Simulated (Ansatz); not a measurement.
# Lu2Ge3 (Amm2) in Ansatz: convergence with wavefunction cutoff

Aim: find how far wavefunction cutoff must go before the results for Lu2Ge3 settle, at PBE. This setting moves, with any that are tied to it; all else stays.

All numbers are computed with Ansatz 0.2.0; they aren't measurements. Logs are shortened: lines on timing, memory, paths and dates and some standing lists are left out, and cuts for length are marked.

### Step 1. Starting point

The structure is orthorhombic, space group Amm2 (No. 38). The conventional cell has a = 6.849 Å, b = 4.327 Å, c = 7.542 Å, α = 90.00°, β = 90.00°, γ = 90.00°. Around Lu (site symmetry m) lie 9 Ge at 2.95 to 3.13 Å and 1 Lu at 3.14 Å. Ge (site symmetry mm2) is surrounded by 3 Ge at 2.50 to 2.51 Å. Ge (site symmetry mm2) is surrounded by 6 Lu at 2.95 to 2.96 Å. Around Ge (site symmetry mm2) lie 3 Ge at 2.50 to 2.51 Å.

The cell comes from a database or a generator and needn't be the stable form of this composition.

### Step 2. With wavefunction cutoff 400 eV

input.yaml

```yaml
crystal:
  lattice:
    - [6.848828, 0.0, 0.0]
    - [0.0, 2.1634980004, 3.7710640006]
    - [0.0, -2.1634980004, 3.7710640006]
  atoms:
    - { symbol: Lu, position: [0.270774, 4.4e-05, 4.4e-05] }
    - { symbol: Lu, position: [0.729226, 4.4e-05, 4.4e-05] }
    - { symbol: Ge, position: [0.0, 0.333609, 0.333609] }
    - { symbol: Ge, position: [0.5, 0.333177, 0.333177] }
    - { symbol: Ge, position: [0.0, 0.666508, 0.666508] }
hamiltonian:
  xc: pbe
  pseudopotentials: { kind: paw, source: jth }
kpoints:
  mp_grid: { grid: [4, 6, 6] }
scf:
  occupations: { method: cold, width: 0.05 }
output:
  forces: true
  stress: true
  eigenvalues: true
basis:
  ecutwfc: "400 eV"
```

Potentials or basis: JTH PAW.

Run with:

```bash
> ansatz run input.yaml --threads 2 --pin off --max-ram 5632MiB --backend cpu --events-out ev --progress --plain --runs-dir out
```

Log:

```text
Warning: basis.ecutwfc = 400 eV is below the records' recommended 1290 eV, and the density's cutoff is lower with it unless basis.ecutrho_ratio is high enough to keep the records' density cutoff: compare with a run at a higher cutoff
Warning: the checks of this Lu dataset prove no rule for summing its radial tables, as where they were carried onto another mesh than they were made on, and Gregory's rule is taken, under which a leading mesh point left out moves its sums only by what lay on the interval it spanned. That does not make them correct, and they differ from Quantum ESPRESSO's on this file; a re-export a fraction of a mesh step off can move them. hamiltonian.pseudopotentials.radial_quadrature: simpson_from_first_knot sums it by `pw.x`'s rule; on a PAW file no value gives `pw.x`'s numbers. What more to know: hamiltonian.pseudopotentials.radial_quadrature, in the input reference
Warning: the checks of this Ge dataset prove no rule for summing its radial tables, as where they were carried onto another mesh than they were made on, and Gregory's rule is taken, under which a leading mesh point left out moves its sums only by what lay on the interval it spanned. That does not make them correct, and they differ from Quantum ESPRESSO's on this file; a re-export a fraction of a mesh step off can move them. hamiltonian.pseudopotentials.radial_quadrature: simpson_from_first_knot sums it by `pw.x`'s rule; on a PAW file no value gives `pw.x`'s numbers. What more to know: hamiltonian.pseudopotentials.radial_quadrature, in the input reference
Warning: RAYON_NUM_THREADS=2 ignored (pool sized by the plan → 2); use --threads N
Engine: ansatz 0.2.0, aarch64-unknown-linux-gnu
Pseudopotentials: kind: paw
Pseudopotential: Lu, paw, valence charge 25, recommended cutoff 1290 eV (normal), Lu.paw.azcp
Pseudopotential: Ge, paw, valence charge 14, recommended cutoff 1080 eV (normal), Ge.paw.azcp
Functional definition: PBE
  parameter kappa = 0.804
  parameter beta = 0.06672455060314922
  exchange = pbe_x(kappa = kappa, mu = beta*pi^2/3)
  correlation = pbe_c(beta = beta)
Crystal: 5 atoms, lattice volume = 111.755 Å³
Basis set: ecut = 400 eV, 2033 PW (Γ), exchange–correlation on 90×60×60 points (8 copies of the dense FFT grid, shifted against one another)
Bands: 56, of which v1, the nominal top of the filled ones, is band 46 counted from 1 (45 counted from 0)
Symmetry: 4 space group operations
Space group: Amm2 (ITA 38), of the structure as read, at distance tolerance 4.8e-5 Å
k-points: 39 of 144 (time reversal used)
Non-local potential: Lu, projectors of the file, l = 0: 2, l = 1: 2, l = 2: 2, l = 3: 2
Non-local potential: Ge, projectors of the file, l = 0: 2, l = 1: 2, l = 2: 2
PAW form: soft (Blöchl's): semilocal exchange-correlation on the pseudo side does not see the compensation charge
PAW one-centre angular grid: Lu, 590 points (default); XC on 64 Gauss nodes
PAW one-centre angular grid: Ge, 590 points (default); XC on 64 Gauss nodes
Initial density: superposition of atomic densities (chi_scale 0.1, normalization cell, long waves kept (reshape's long-wave potential 0.07 eV rms))
Initial wavefunctions: pseudopotential atomic-orbital guess
Functional: x = pbe(κ = 0.804, μ = 0.2195149727645171), c = pbe(β = 0.06672455060314922)
SCF iter   1: F=—  HF=-42275.693390 eV  |F-HF|=—  |Δ(HF+E_count)|=         —  Δρ=5.78e-2  dr2=1.31e1  ethr=3.10e-3  ⟨swp⟩=9.2  Hψ=12110  notcnv=0  defer=4
preconditioner: auto → Kerker (q_TF=auto, 2.641 Å⁻¹)  [metal: Δε(μ)=0.078 eV  Ē_g=16.679 eV  σ=0.050 eV  W_gap=0.46  n_scr=34 (ndim 8)  ℏωp=33.0 eV  f_vac=0.004  D(μ)=1.24/eV (n_scr^D=2)]
[... 18 lines left out ...]
Free energy (F): -42273.578610 eV
Harris-Foulkes:  -42273.578610 eV  (|F-HF|=2.64e-8)
Internal energy: -42273.578252 eV  (E = F + TS)
E sigma→0 (E₀):  -42273.578491 eV
Entropy (-TS):   -0.000358 eV (-0.072 meV/atom)
Fermi energy:    15.168785 eV
--- Per-component energies (eV) ---
  E_band       = -93.910672
  E_kinetic    = 1309.278537
  E_local      = -13692.087863  (includes V_loc(G=0)·N_el)
  E_nonlocal   = -4667.762196
  E_hartree    = 5323.184699
  E_xc         = -493.886368
  E_vxc        = -635.319167  (∫ρ·V_xc dr)
  E_paw        = -17271.634326  (= ΣΔE_a)
  E_vpaw       = 6945.603626  (= ΣTr[D̂ρ^β])
  E_aug_tail   = -0.003503  (compensation charges beyond the density's cutoff)
  E_ewald      = -12780.667233
  E_smearing   = -0.000358  (= −TS)
  E_closure    = 0.000000  (closes the sum)
  Σ components = -42273.578610   (vs F -42273.578610, Δ=0.00e0)
--- Forces (eV/Å), atoms counted from 1 ---
  atom   1  Lu    -0.19896898     0.00000000     0.00052232
  atom   2  Lu     0.19896898     0.00000000     0.00052232
  atom   3  Ge     0.00000000    -0.00000000     0.03803397
  atom   4  Ge     0.00000000    -0.00000000    -0.00865476
  atom   5  Ge     0.00000000     0.00000000    -0.03042443
  max |Σ_I F_I| component: 5.69e-7 eV/Å
--- Stress (GPa, compression-positive) ---
       -0.186251      -0.000000      -0.000000
       -0.000000       1.751424      -0.000000
       -0.000000      -0.000000       1.765411
  P = ⅓ Tr σ = 1.1102 GPa (11.102 kbar)
--- Band table (eV; the first three rows and the last of 39) ---
  k-point 0: bands = ["-41.0860", "-41.0673", "-11.9288", "-11.7753", "-11.7714", "-11.7311", "-11.7273", "-11.5375", "-9.5741", "-9.5710", "-9.5554", "-9.5412", "-9.5398", "-9.3544", "-9.3519", "-9.2599", "-9.2585", "-9.2228", "-8.3533", "-8.3355", "-8.3352", "-8.2363", "-8.2363", "3.1383", "7.1819", "9.8597", "10.2062", "10.2077", "10.2086", "10.2303", "10.2309", "10.2386", "10.2430", "10.2624", "10.2628", "10.2631", "10.2631", "10.2882", "10.2891", "10.3138", "12.2239", "12.3254", "12.3597", "14.6104", "14.6243", "15.0977", "15.9142", "15.9475", "16.5152", "16.9054", "16.9478", "18.5178", "18.6908", "18.8683"]
  k-point 1: bands = ["-41.0857", "-41.0672", "-11.9264", "-11.7831", "-11.7759", "-11.7373", "-11.7327", "-11.5376", "-9.5872", "-9.5842", "-9.5559", "-9.5411", "-9.5379", "-9.3395", "-9.3368", "-9.2613", "-9.2585", "-9.2212", "-8.3524", "-8.3357", "-8.3347", "-8.2364", "-8.2363", "3.4134", "7.2747", "9.7302", "10.1183", "10.2075", "10.2258", "10.2285", "10.2315", "10.2497", "10.2518", "10.2549", "10.2588", "10.2630", "10.2638", "10.2862", "10.2887", "10.3883", "10.3976", "11.9820", "13.7001", "14.1665", "14.4656", "15.2081", "15.2444", "16.7872", "16.8841", "17.0722", "17.2297", "18.2769", "18.8843", "19.2689"]
  k-point 2: bands = ["-41.0854", "-41.0669", "-11.9219", "-11.8033", "-11.7799", "-11.7537", "-11.7391", "-11.5378", "-9.6107", "-9.6082", "-9.5547", "-9.5414", "-9.5339", "-9.3162", "-9.3100", "-9.2649", "-9.2569", "-9.2194", "-8.3526", "-8.3358", "-8.3337", "-8.2368", "-8.2366", "4.1886", "7.2406", "8.0442", "10.2011", "10.2259", "10.2296", "10.2361", "10.2377", "10.2442", "10.2504", "10.2538", "10.2554", "10.2673", "10.2774", "10.2804", "10.2869", "10.2885", "11.1751", "11.4319", "12.6685", "13.6793", "13.9218", "14.4868", "16.4270", "16.8398", "17.9502", "17.9955", "18.0650", "19.1174", "19.3964", "19.4104"]
  k-point 38: bands = ["-41.0834", "-41.0688", "-11.8497", "-11.8043", "-11.7753", "-11.7734", "-11.7441", "-11.6128", "-9.6232", "-9.6195", "-9.5522", "-9.5410", "-9.5338", "-9.3065", "-9.2965", "-9.2682", "-9.2559", "-9.2186", "-8.3529", "-8.3359", "-8.3341", "-8.2370", "-8.2369", "4.9668", "6.5043", "7.5257", "10.2159", "10.2319", "10.2396", "10.2421", "10.2452", "10.2466", "10.2480", "10.2508", "10.2540", "10.2584", "10.2608", "10.2613", "10.2701", "10.2746", "11.2982", "11.7947", "13.0723", "13.2236", "14.5558", "14.6349", "14.6420", "17.3480", "17.4204", "18.3394", "18.4286", "18.4371", "19.0751", "19.0793"]
```

It took 20 s on 2 threads of Arm Neoverse V1, shared host; peak memory 0.41 GiB.

What came out:

```yaml
Free_energy: -42273.5786 eV
Pressure: 1.1 GPa
Largest_force: 0.199 eV/Å
Band_gap_on_the_k_mesh: none (metal or under the smearing width)
```

### Step 3. With wavefunction cutoff 500 eV

input.yaml: that of step 2 with these lines changed.

```diff
@@ -23,2 +23,2 @@
 basis:
-  ecutwfc: "400 eV"
+  ecutwfc: "500 eV"
```

Potentials or basis: JTH PAW.

Run with:

```bash
> ansatz run input.yaml --threads 2 --pin off --max-ram 5632MiB --backend cpu --events-out ev --progress --plain --runs-dir out
```

Wall time 28 s (2 threads of Arm Neoverse V1, shared host); peak memory 0.48 GiB.

Results:

```yaml
Free_energy: -42273.7958 eV
Pressure: 1.0 GPa
Largest_force: 0.200 eV/Å
Band_gap_on_the_k_mesh: none (metal or under the smearing width)
```

### Step 4. With wavefunction cutoff 600 eV

input.yaml: that of step 3 with these lines changed.

```diff
@@ -23,2 +23,2 @@
 basis:
-  ecutwfc: "500 eV"
+  ecutwfc: "600 eV"
```

Run with:

```bash
> ansatz run input.yaml --threads 2 --pin off --max-ram 5632MiB --backend cpu --events-out ev --progress --plain --runs-dir out
```

Run time: 27 s. Hardware: 2 threads of Arm Neoverse V1, shared host; peak memory 0.56 GiB.

Results:

- Free energy: -42273.9405 eV
- Pressure: 1.0 GPa
- Largest force: 0.199 eV/Å
- Band gap on the k mesh: none (metal or under the smearing width)

### Step 5. With wavefunction cutoff 700 eV

input.yaml: that of step 4 with these lines changed.

```diff
@@ -23,2 +23,2 @@
 basis:
-  ecutwfc: "600 eV"
+  ecutwfc: "700 eV"
```

Run with:

```bash
> ansatz run input.yaml --threads 2 --pin off --max-ram 5632MiB --backend cpu --events-out ev --progress --plain --runs-dir out
```

It took 36 s on 2 threads of Arm Neoverse V1, shared host; peak memory 0.66 GiB.

What came out:

* Free energy: -42274.0029 eV
* Pressure: 1.0 GPa
* Largest force: 0.199 eV/Å
* Band gap on the k mesh: none (metal or under the smearing width)

### Step 6. With wavefunction cutoff 850 eV

input.yaml: that of step 5 with these lines changed.

```diff
@@ -23,2 +23,2 @@
 basis:
-  ecutwfc: "700 eV"
+  ecutwfc: "850 eV"
```

Potentials or basis: JTH PAW.

Run with:

```bash
> ansatz run input.yaml --threads 2 --pin off --max-ram 5632MiB --backend cpu --events-out ev --progress --plain --runs-dir out
```

Wall time 46 s (2 threads of Arm Neoverse V1, shared host); peak memory 0.79 GiB.

Results (log left out):

- Free energy: -42274.0123 eV
- Pressure: 1.0 GPa
- Largest force: 0.199 eV/Å
- Band gap on the k mesh: none (metal or under the smearing width)

### Step 7. With wavefunction cutoff 1000 eV

input.yaml: that of step 6 with these lines changed.

```diff
@@ -23,2 +23,2 @@
 basis:
-  ecutwfc: "850 eV"
+  ecutwfc: "1000 eV"
```

Run with:

```bash
> ansatz run input.yaml --threads 2 --pin off --max-ram 5632MiB --backend cpu --events-out ev --progress --plain --runs-dir out
```

It took 55 s on 2 threads of Arm Neoverse V1, shared host; peak memory 0.91 GiB.

It converged, with:

```yaml
Free_energy: -42274.0258 eV
Pressure: 1.0 GPa
Largest_force: 0.199 eV/Å
Band_gap_on_the_k_mesh: none (metal or under the smearing width)
```

### Step 8. With wavefunction cutoff 1200 eV

input.yaml: that of step 7 with these lines changed.

```diff
@@ -23,2 +23,2 @@
 basis:
-  ecutwfc: "1000 eV"
+  ecutwfc: "1200 eV"
```

Run with:

```bash
> ansatz run input.yaml --threads 2 --pin off --max-ram 5632MiB --backend cpu --events-out ev --progress --plain --runs-dir out
```

Wall time 79 s (2 threads of Arm Neoverse V1, shared host); peak memory 1.1 GiB.

The run converged. Its results:

```
Free energy            : -42274.0286 eV
Pressure               : 1.0 GPa
Largest force          : 0.199 eV/Å
Band gap on the k mesh : none (metal or under the smearing width)
```

### Step 9. With wavefunction cutoff 1400 eV

input.yaml: that of step 8 with these lines changed.

```diff
@@ -23,2 +23,2 @@
 basis:
-  ecutwfc: "1200 eV"
+  ecutwfc: "1400 eV"
```

Potentials or basis: JTH PAW.

Run with:

```bash
> ansatz run input.yaml --threads 2 --pin off --max-ram 5632MiB --backend cpu --events-out ev --progress --plain --runs-dir out
```

It took 96 s on 2 threads of Arm Neoverse V1, shared host; peak memory 1.4 GiB.

The run converged. Its results:

```yaml
Free_energy: -42274.0320 eV
Pressure: 1.0 GPa
Largest_force: 0.199 eV/Å
Band_gap_on_the_k_mesh: none (metal or under the smearing width)
```

### Step 10. With wavefunction cutoff 1700 eV

input.yaml: that of step 9 with these lines changed.

```diff
@@ -23,2 +23,2 @@
 basis:
-  ecutwfc: "1400 eV"
+  ecutwfc: "1700 eV"
```

Run with:

```bash
> ansatz run input.yaml --threads 2 --pin off --max-ram 5632MiB --backend cpu --events-out ev --progress --plain --runs-dir out
```

Run time: 2.2 min. Hardware: 2 threads of Arm Neoverse V1, shared host; peak memory 1.7 GiB.

Results (log left out):

- Free energy: -42274.0329 eV
- Pressure: 1.0 GPa
- Largest force: 0.199 eV/Å
- Band gap on the k mesh: none (metal or under the smearing width)

### Step 11. The series at a glance

| wavefunction cutoff | energy less the tightest run, at zero smearing (meV/atom) | pressure (GPa) | SCF cycles | CPU time (s) | peak memory (GiB) |
| --- | --- | --- | --- | --- | --- |
| 400 eV | 90.86 | 1.11 | 13 | 39 | 0.41 |
| 500 eV | 47.43 | 1.04 | 13 | 55 | 0.48 |
| 600 eV | 18.49 | 0.99 | 13 | 53 | 0.56 |
| 700 eV | 6.01 | 0.98 | 13 | 71 | 0.66 |
| 850 eV | 4.11 | 0.97 | 13 | 91 | 0.79 |
| 1000 eV | 1.42 | 0.97 | 13 | 110 | 0.91 |
| 1200 eV | 0.87 | 0.97 | 13 | 160 | 1.1 |
| 1400 eV | 0.18 | 0.97 | 13 | 190 | 1.4 |
| 1700 eV | 0.00 | 0.97 | 13 | 270 | 1.7 |

Against the tightest run, the energy stays within 1 meV/atom from 1200 eV on; the pressure stays within 0.1 GPa from 500 eV on. The tightest run that finished is the yardstick and may itself not be fully converged.
